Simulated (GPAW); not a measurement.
Co3Ir:

```
Ir Co
1.0
     3.58256    0.00000    0.00000
     0.00000    3.58256    0.00000
     0.00000    0.00000    3.58256
Ir Co
1 3
Direct
  0.00000 0.00000 0.00000
  0.50000 0.50000 0.00000
  0.50000 0.00000 0.50000
  0.00000 0.50000 0.50000
```

The cell comes from a database or a generator and needn't be the stable form of this composition.

Base run:

```yaml
Program: GPAW 26.7.0
Functional: PBEsol
Potentials_or_basis: PAW data sets generated in the run's folder for this functional
Cutoff: 600 eV
Basis: pw
k_mesh: 8 × 8 × 8
Occupations: fermi-dirac, width 0.05 eV
Spin: collinear spin, ferromagnetic start
Starting_moments: "[0.6, 2.0, 2.0, 2.0] μB"
Hubbard_terms: Co d U = 8 eV
```

Its results: pressure 44.2 GPa; net moment 7.48 μB per cell; site moments Ir +0.06; Co +2.50 μB.

Problem. The run is repeated on the same cell with these changes: hubbard terms from Co d U = 8 eV to Co d U = 3 eV. What comes out?

Solution. Pressure 13.6 GPa; net moment 6.91 μB per cell; site moments Ir +0.63; Co +2.15 μB.

Caveats: the U is typed as a test and isn't derived for this compound; a pressure of tens of GPa on the cell as given is suspect, and the run, the potentials or the cell itself is likely at fault (some runs).

Not every run made on this cell is shown here.
